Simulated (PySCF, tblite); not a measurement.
# C6H12OSi: geometry, infrared bands, NMR shifts, electronic excitations and core binding energies

What infrared bands, NMR shifts, electronic excitations and core binding energies should C6H12OSi (`CCO[SiH]1CC=CC1`) show?

The runs use tblite 0.8.0 and PySCF 2.14.0, with density-fitted response routines of our own; the level of theory stands in each step. All values are computed, except where a source is named. Atoms count from 0, in the outputs and in this text.

## Step 1: Starting geometry

20 atoms, charge 0, multiplicity 1; geometry from: force field or distance geometry start.

Bonds of the start (Å): C0–C1 1.52, C1–O2 1.41, O2–Si3 1.67, Si3–C4 1.91, C4–C5 1.51, C5–C6 1.35, C6–C7 1.52, C7–Si3 1.92, C0–H8 1.09, C0–H9 1.10, C0–H10 1.09, C1–H11 1.11, C1–H12 1.11, Si3–H13 1.50, C4–H14 1.08, C4–H15 1.09, C5–H16 1.08, C6–H17 1.08, C7–H18 1.09, C7–H19 1.10.

## Step 2: Relaxing the molecule with GFN2-xTB

What the job is given:

```
{"job": {"kind": "relax", "xc": "GFN2-xTB", "basis": "xTB"}, "charge": 0, "multiplicity": 1}
C      3.319000    -0.017300    -0.868600
C      2.203800    -0.237900     0.141800
O      0.989400    -0.408600    -0.545200
Si    -0.412900    -0.657300     0.321800
C     -1.984900    -0.896100    -0.739600
C     -2.904000     0.238100    -0.342200
C     -2.471100     1.112500     0.589100
C     -1.090300     0.918400     1.193600
H      4.282400     0.112800    -0.372800
H      3.094800     0.873100    -1.467200
H      3.374700    -0.863100    -1.560400
H      2.433600    -1.144900     0.738600
H      2.149800     0.623200     0.835400
H     -0.226600    -1.777600     1.296800
H     -2.452800    -1.853100    -0.537100
H     -1.736400    -0.823300    -1.797200
H     -3.874200     0.336600    -0.801100
H     -3.087200     1.937100     0.919200
H     -0.457000     1.777100     0.980100
H     -1.155200     0.760900     2.276200
```

Started as:

```
$ OMP_NUM_THREADS=1 python probes_run.py task.json out
```

One launch serves the whole session: the jobs run in the order shown.

**Question.** This job is followed by: GFN2-xTB harmonic vibrations, gas phase; PBE0-D3(BJ)/def2-SVP geometry optimisation, gas phase; GIAO PBE0/pcSseg-1 NMR shielding, non-relativistic, gas phase; TDDFT B3LYP/def2-SVPD, vertical, gas phase, core orbitals frozen in the response; GIAO PBE/pcSseg-1 NMR shielding, non-relativistic, gas phase; delta-SCF UKS SCAN, pcX-2 on the ionised atom, pcseg-1 elsewhere, spin-free X2C. Predict these results of the whole session: strongest single infrared mode (GFN2-xTB); zero-point energy (GFN2-xTB); point group; rotational constants (main isotopes); ¹³C shifts against TMS (PBE0/pcSseg-1, means over atoms taken as alike); ¹H shifts against TMS (PBE0/pcSseg-1, means over atoms taken as alike); ¹⁷O shifts against H2O (PBE0/pcSseg-1); ²⁹Si shifts against TMS (PBE0/pcSseg-1); lowest singlet (B3LYP/def2-SVPD); brightest single state of those computed; lowest triplet; vertical ionisation energy (ΔSCF); C1s binding energies, SCAN/pcX-2; O1s binding energies, SCAN/pcX-2; Si1s binding energies, SCAN/pcX-2; Si2p binding energies, SCAN/pcX-2; range of the shift of O2.

**Answer**, as computed:

```
                                                               quantity                                          value
                              strongest single infrared mode (GFN2-xTB)                          2202 cm⁻¹, 347 km/mol
                                           zero-point energy (GFN2-xTB)                                 103.2 kcal/mol
                                                            point group                                             C1
                                   rotational constants (main isotopes)                           3.70, 0.93, 0.87 GHz
¹³C shifts against TMS (PBE0/pcSseg-1, means over atoms taken as alike)                    140.3, 61.2, 20.2, 18.4 ppm
 ¹H shifts against TMS (PBE0/pcSseg-1, means over atoms taken as alike)         6.10, 5.27, 3.61, 1.58, 1.38, 1.27 ppm
                                 ¹⁷O shifts against H2O (PBE0/pcSseg-1)                                       50.3 ppm
                                ²⁹Si shifts against TMS (PBE0/pcSseg-1)                                       22.1 ppm
                                       lowest singlet (B3LYP/def2-SVPD)                    6.40 eV (194 nm), f = 0.002
                               brightest single state of those computed                    state 5, 6.98 eV, f = 0.165
                                                         lowest triplet                                        4.33 eV
                                      vertical ionisation energy (ΔSCF)                                        9.00 eV
                                       C1s binding energies, SCAN/pcX-2  C1 292.15, C0 290.62, C5 290.06, C4 289.98 eV
                                       O1s binding energies, SCAN/pcX-2                                   O2 537.56 eV
                                      Si1s binding energies, SCAN/pcX-2                                 Si3 1846.52 eV
                                      Si2p binding energies, SCAN/pcX-2                                  Si3 106.84 eV
                                               range of the shift of O2                               50.3 to 66.4 ppm
```

Over 72 steps the energy fell by 0.173 eV; of the close pairs, O2–Si3 changed most, 1.667 to 1.622 Å (GFN2-xTB). No mode is imaginary among the 54: a minimum at this level. The strongest single mode, at 2202 cm⁻¹, moves mainly H13. Unscaled tight-binding wavenumbers are off by several per cent, some by more. Its intensities can rank the bands wrongly. Relaxing lowered the energy by 0.347 eV in 13 steps; the close pair that moved most is O2–Si3, from 1.579 to 1.669 Å (PBE0/def2-SVP). No frequency check was run at this level, so the end point may be a saddle. The most deshielded carbon is C5, C6 (mean) (alkene CH), at 140.3 ppm: the olefinic region. The most deshielded hydrogen is H16, H17 (mean) (hydrogen on an alkene CH), at 6.10 ppm: olefinic region. At PBE0/pcSseg-1: Shielding is most anisotropic at C5, C6 (span 211 ppm, paramagnetic term -211 ppm). ΔSCF puts the ionisation energy at 9.00 eV, 2.15 eV above −ε(HOMO). The C1s levels kept as sound span 2.17 eV, from C4 (allylic sp3 CH2 bonded to Si) up to C1 (sp3 CH2 bonded to O). Across the 2 runs the shift of O2 moves most, between 50.3 (PBE0/pcSseg-1) and 66.4 ppm (PBE/pcSseg-1).
